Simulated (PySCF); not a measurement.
# SbH−: bond curves at several levels of theory

What are the lowest state that PBE0 finds, the bond length, vibrational wavenumber and bond energy of SbH−, and how much do these hang on the method?

The runs use PySCF 2.14.0; Sb aug-cc-pVDZ-PP with ECP28, H aug-cc-pVDZ, scalar-relativistic core potentials.

2 further runs of the same task are left out: 2 set aside as unsound or not needed.

## 1. Set-up

A driver script around PySCF takes these settings:

| Item | Value |
| --- | --- |
| atoms | Sb, H |
| charge | -1 |
| basis | Sb aug-cc-pVDZ-PP with ECP28, H aug-cc-pVDZ |
| Hamiltonian | scalar-relativistic core potentials |
| basis functions | 41 |
| electrons treated | 25 |
| masses in u | 120.9038, 1.0078 |
| levels | PBE0, PBE, r²SCAN, B97-3, revPBE, M06-L, MP2, SCS-MP2, CCSD, CCSD(T) |
| grid | 80 radial by 434 angular points |
| occupations | held fixed by the projection of orbital angular momentum |
| dissociation limit | Sb− + H, each in its ground configuration |
| starting distance in angstrom | 1.785 |
| values of 2S to try | 1, 3 |

Started as:

```
$ OMP_NUM_THREADS=1 python dia.py task.json out
```

Further steps of the session: First curve: PBE0; PBE (GGA); r²SCAN (meta-GGA); B97-3 (global hybrid GGA); revPBE (GGA); M06-L (meta-GGA); Adding correlation.

**Question.** What will these runs give? Wanted: for each run, Re; ωe; De; μ.

**Answer**, as computed:

Lowest PBE0 solution found, without spin–orbit coupling: ²Π (doublet), unpaired electrons π ↑.

```csv
level,Re (Å),ωe (cm⁻¹),De (eV),μ (D)
UHF-MP2,1.728,1865,2.54,n/a
UHF-SCS-MP2,1.734,1839,2.62,n/a
UHF-CCSD,1.740,1796,2.66,n/a
UHF-CCSD(T),1.743,1783,2.70,n/a
PBE,1.758,1741,2.79,-0.77
revPBE,1.763,1726,2.71,-0.79
r²SCAN,1.740,1808,2.77,-0.67
M06-L,1.752,1785,2.89,-0.76
PBE0,1.740,1817,2.74,-0.67
B97-3,1.744,1802,2.76,-0.70
```

De is counted to Sb− + H in their ground configurations. A positive dipole points from Sb to H; in an ion it is taken about the centre of mass and does not tell which atom is negative.

Differences from CCSD(T) in the same basis:

```csv
level,Re (mÅ),ωe (%)
UHF-MP2,-15,+4.6
UHF-SCS-MP2,-8,+3.1
UHF-CCSD,-2,+0.8
PBE,+16,-2.4
revPBE,+20,-3.2
r²SCAN,-2,+1.4
M06-L,+10,+0.1
PBE0,-2,+1.9
B97-3,+2,+1.0
```

In words: Against CCSD(T) in the same basis, the bond length is nearest at UHF-CCSD and r²SCAN and PBE0 (2 mÅ off) and farthest at revPBE (+20 mÅ); the wavenumber is nearest at M06-L (+0.1 %) and farthest at UHF-MP2 (+4.6 %). PBE gives a bond that is too long and too soft, as GGAs tend to. CCSD(T) in a basis this small is itself some way from its limit, more so than the functionals. Of the levels with a De here, UHF-MP2 gives the least (2.54 eV) and M06-L the most (2.89 eV).

Correlated steps freeze 4 core orbitals. Spin–orbit coupling is left out, which matters for elements this heavy, above all for dissociation energies. With some functionals the highest level of the anion is positive, from self-interaction error or because the anion is truly unbound there; the finite basis then holds the extra electron, and no neutral molecule was run to test the binding. With spin–orbit coupling the term label itself may not hold.
